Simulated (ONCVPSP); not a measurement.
# Sc: generating and testing an ONCV potential

Task: generate the file, and judge it by its errors in other configurations, its logarithmic derivatives, its ghosts and its cutoff.

Program: ONCVPSP 4.0.1. Reference atom: PBE, scalar-relativistic, spherical and spin-unpolarised. All values are calculated.

## 1. The design

The settings as typed:

```json
{
  "element": "scandium (Sc, Z = 21)",
  "type": "optimised norm-conserving Vanderbilt (ONCV)",
  "frozen core": "[Ne] 3s2",
  "valence charge": "9",
  "reference configuration": "3p6 3d1.5 4s1.5",
  "partial waves": "4s: rc 2.56 bohr, ncon 3, nbas 6, qcut 2.6 1/bohr, 2 projectors, debl 0.6 Ha; 3p: rc 1.30 bohr, ncon 4, nbas 7, qcut 9.7 1/bohr, 2 projectors, debl 2.8 Ha; 3d: rc 2.42 bohr, ncon 3, nbas 8, qcut 5.9 1/bohr, 2 projectors, debl 3.7 Ha; f scattering state at 0.03 Ha: rc 2.56 bohr, ncon 4, nbas 7, qcut 3.5 1/bohr, 1 projector",
  "local potential": "polynomial inside 0.86 bohr (lpopt 5, dvloc0 0 Ha)",
  "core correction": "Teter function, fcfact 6, rcfact 1.5"
}
```

An earlier all-electron run gives the scale for the radii.

All-electron outer shells of the reference configuration (PBE, scalar-relativistic, ld1.x):

```
shell  level (eV)  outermost node (bohr)  outermost maximum (bohr)
   3s      -53.32                   0.42                      0.93
   3p      -32.00                   0.39                      0.97
   4s       -3.80                   1.34                      3.22
   3d       -2.08                      –                      1.13
   4p       -1.28                   1.51                      4.23
```

## 2. Generation

The input, Sc.dat:

```
# ATOM AND REFERENCE CONFIGURATION
# atsym  z   nc   nv     iexc    psfile
  Sc 21.00    4    3        4      upf
#
#   n    l    f
    1    0    2.00
    2    0    2.00
    2    1    6.00
    3    0    2.00
    3    1    6.00
    3    2    1.50
    4    0    1.50
#
# PSEUDOPOTENTIAL AND OPTIMIZATION
# lmax
    3
#
#   l,   rc,      ep,       ncon, nbas, qcut
    0    2.56    0.00    3    6    2.60
    1    1.30    0.00    4    7    9.70
    2    2.42    0.00    3    8    5.90
    3    2.56    0.03    4    7    3.50
#
# LOCAL POTENTIAL
# lloc, lpopt,  rc(5),   dvloc0
    4    5    0.86    0.00
#
# VANDERBILT-KLEINMAN-BYLANDER PROJECTORs
# l, nproj, debl
    0    2    0.60
    1    2    2.80
    2    2    3.70
    3    1    0.70
#
# MODEL CORE CHARGE
# icmod, fcfact, rcfact
    3    6.00    1.50
#
# LOG DERIVATIVE ANALYSIS
# epsh1, epsh2, depsh
   -3.00    5.00    0.02
#
# OUTPUT GRID
# rlmax, drl
    6.00    0.01
#
# TEST CONFIGURATIONS
# ncnf
    4
# nvcnf
#   n    l    f
    3
    3    1    6.00
    3    2    1.00
    4    0    2.00
#
    3
    3    1    6.00
    3    2    1.00
    4    0    1.00
#
    3
    3    1    6.00
    3    2    1.00
    4    0    0.00
#
    3
    3    1    6.00
    3    2    1.00
    4    0    1.50
#
```

The run is started by

```
$ oncvpsp.x < Sc.dat > Sc.out
```

What does the calculation give? Wanted: cutoffs for 1 and 0.1 mHa per electron, occupied waves; bound ghosts; GHOST(+) flags; largest test error; largest phase difference near zero energy, channels read; rms error of d²Exc/dn², without and with the model core.

As calculated:

| quantity | value |
| --- | --- |
| cutoffs for 1 and 0.1 mHa per electron, occupied waves | 23 Ha and 35 Ha |
| bound ghosts | s at -133.09 eV |
| GHOST(+) flags | s at 52 eV, d at 81 eV, f at 9 eV |
| largest test error (AE − PS) | +55 meV, for 3p6 3d1 4s0 |
| largest phase difference near zero energy, channels read | 0.007 rad |
| rms error of d²Exc/dn², without and with the model core | 3.79 and 2.41 mHa |

What this shows: A bound ghost (s) makes it unfit for use: electrons can fall into a state that the atom doesn't have. By total energies transferability is fair: the largest error is 55 meV on 19.0 eV, for 3p6 3d1 4s0. By its cutoff, 23 Ha for the looser tolerance, it is of middling hardness. At the looser tolerance the 3p wave is the slowest; 3d needs 13 Ha. Near zero energy the phases of the channels with partial waves agree within 0.007 rad. The program also flags highly localised states, GHOST(+) (s, d, f). These are tests on the free atom; a crystal test is still owed.
